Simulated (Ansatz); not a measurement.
# Sn2PbO3: the cost of one run

Program: Ansatz 0.2.0. Level of theory: DFT PBE, scalar-relativistic, plane waves, PAW. These are calculated values, not measurements.

## Step 1: The structure to begin with

The structure is tetragonal, space group P4/nmm (No. 129). The conventional cell has a = 3.913 Å, b = 3.913 Å, c = 14.932 Å, α = 90.00°, β = 90.00°, γ = 90.00°. Around Sn (site symmetry 4mm) lie 4 O at 2.29 Å. Pb (site symmetry 4mm) has 4 O at 2.29 Å as nearest neighbours. O (site symmetry 2mm) has 2 Sn at 2.29 Å and 2 Pb at 2.29 Å as nearest neighbours. Around O (site symmetry -4m2) lie 4 Sn at 2.29 Å.

Coordinates:

```
Sn Pb O
1.0
     3.91312    0.00000    0.00000
     0.00000    3.91312    0.00000
     0.00000    0.00000   14.93201
Sn Pb O
4 2 6
Direct
  0.00000 0.50000 0.07950
  0.00000 0.50000 0.41283
  0.50000 0.00000 0.92050
  0.50000 0.00000 0.58717
  0.00000 0.50000 0.74617
  0.50000 0.00000 0.25383
  0.00000 0.00000 0.66667
  0.00000 0.00000 0.00000
  0.00000 0.00000 0.33333
  0.50000 0.50000 0.66667
  0.50000 0.50000 0.00000
  0.50000 0.50000 0.33333
```

The start is an ordering of an alloy on its end members' structure types: elements ordered on the sites of the SnO type, Pb/Sn on Sn (P4/nmm, No. 129).

## Step 2: Probe: one point on a coarse mesh

input.yaml

```yaml
crystal:
  lattice:
    - [3.91311734, 0.0, 0.0]
    - [0.0, 3.91311734, 0.0]
    - [0.0, 0.0, 14.93201086]
  atoms:
    - { symbol: Sn, position: [0.0, 0.5, 0.0795] }
    - { symbol: Sn, position: [0.0, 0.5, 0.41283333] }
    - { symbol: Sn, position: [0.5, 0.0, 0.9205] }
    - { symbol: Sn, position: [0.5, 0.0, 0.58716667] }
    - { symbol: Pb, position: [0.0, 0.5, 0.74616667] }
    - { symbol: Pb, position: [0.5, 0.0, 0.25383333] }
    - { symbol: O, position: [0.0, 0.0, 0.66666667] }
    - { symbol: O, position: [0.0, 0.0, 0.0] }
    - { symbol: O, position: [0.0, 0.0, 0.33333333] }
    - { symbol: O, position: [0.5, 0.5, 0.66666667] }
    - { symbol: O, position: [0.5, 0.5, 0.0] }
    - { symbol: O, position: [0.5, 0.5, 0.33333333] }
basis:
  ecutwfc: 420
kpoints:
  mp_grid: { grid: [4, 4, 2] }
hamiltonian:
  xc: pbe
scf:
  occupations: { method: gaussian, width: 0.1 }
  lower_state_search: "off"
output:
  forces: true
  stress: true
  eigenvalues: true
```

Command:

```console
$ ansatz run input.yaml --threads 1 --pin off --max-ram 2560MiB --backend cpu --events-out ev --progress --plain --runs-dir out
```

Q: Estimate wall time and peak memory on 1 thread of AMD EPYC 9B45 (Zen 5), shared host.

About 3.7 s, with a peak of 0.59 GiB.
